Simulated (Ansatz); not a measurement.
**CdFCl: the band gap up the ladder of functionals**

One table from this session's results is given with a row withheld; the runs are named, their logs left out.

Program: Ansatz 0.2.0. PAW datasets, plane waves. The cell comes from a prototype generator: it can be a known phase or a hypothetical one. Spin polarisation is off.

**The cell**

The cell was relaxed beforehand with r2SCAN.

The sheet's in-plane cell has a = 3.662 Å, b = 3.662 Å (γ = 120.0°), and its outermost atoms lie 2.43 Å apart along the normal. Near Cd stand 3 F at 2.31 Å and 3 Cl at 2.60 Å; near F stand 3 Cd at 2.31 Å; near Cl stand 3 Cd at 2.60 Å.

As a file:

```xyz
3
Lattice="3.6618 0.0000 0.0000 -1.8309 3.1712 0.0000 0.0000 0.0000 28.9016" Properties=species:S:1:pos:R:3 pbc="T T F"
Cd    0.0000    0.0000    9.1956
F     0.0000    2.1142   10.1176
Cl    1.8309    1.0571    7.6867
```
Periodic in the plane only; c spans the vacuum.

Set-up of the first run:

The input, input.yaml:

```yaml
crystal:
  lattice:
    - [3.6618280105, 0.0, 0.0]
    - [-1.8309140053, 3.1712360814, 0.0]
    - [0.0, 0.0, 28.9016170456]
  atoms:
    - { symbol: Cd, position: [0.0, 0.0, 0.3181696997] }
    - { symbol: F, position: [0.3333333333, 0.6666666667, 0.3500716265] }
    - { symbol: Cl, position: [0.6666666667, 0.3333333333, 0.2659624574] }
  periodic: [true, true, false]
kpoints:
  mp_grid: { grid: [12, 12, 1] }
  band_path:
    path:
      - [0, 0, 0]
      - [0.5, 0, 0]
      - [0.3333333333333, 0.3333333333333, 0]
      - [0, 0, 0]
    npoints: 10
hamiltonian:
  xc: pbe
scf:
  occupations: { method: fermi_dirac, width: 0.02 }
  n_extra_bands: 4
output:
  forces: true
  stress: true
  eigenvalues: true
  write_density: true
  write_potential: true
  elf: true
  volumetric_format: npy
```

Launch:

```sh
$ ansatz run input.yaml --threads 4 --pin off --max-ram 5529MiB --backend cpu --events-out ev --progress --plain --runs-dir out
```

Steps of the session up to this table: PBE bands along the symmetry lines; Single point with r2SCAN; Single point with HSE06; PBE+SOC; PBE0; Single point with LDA; Single point with HSE06+SOC; Hartree-Fock; r2SCANh at the same geometry.

One of the session's tables, all rows but one given; the rest of the session is left out.

```
       level  gap (eV)
         PBE      3.21
      r2SCAN      3.77
       HSE06      4.61
     PBE+SOC      3.18
        PBE0      5.36
         LDA         ?
   HSE06+SOC      4.57
Hartree-Fock     11.34
     r2SCANh      4.55
```

**Question.** Estimate the row for LDA.

**Answer.** gap (eV): 2.98. In the column «gap (eV)» it is the lowest.

Meshes: PBE 12×12×1, r2SCAN 12×12×1, HSE06 6×6×1, PBE+SOC 12×12×1, PBE0 6×6×1, LDA 12×12×1, HSE06+SOC 6×6×1, Hartree-Fock 6×6×1, r2SCANh 6×6×1

Against HSE06, PBE is short by 1.40 eV, at 70 % of it, and r2SCAN 82 %. PBE0 lies 0.74 eV above HSE06, which differs from it by screening the long-range exchange.

Limits of these values: Warnings in the runs' records: xc potential rough in thin density, stress scf threshold loose, stress exchange threshold loose.
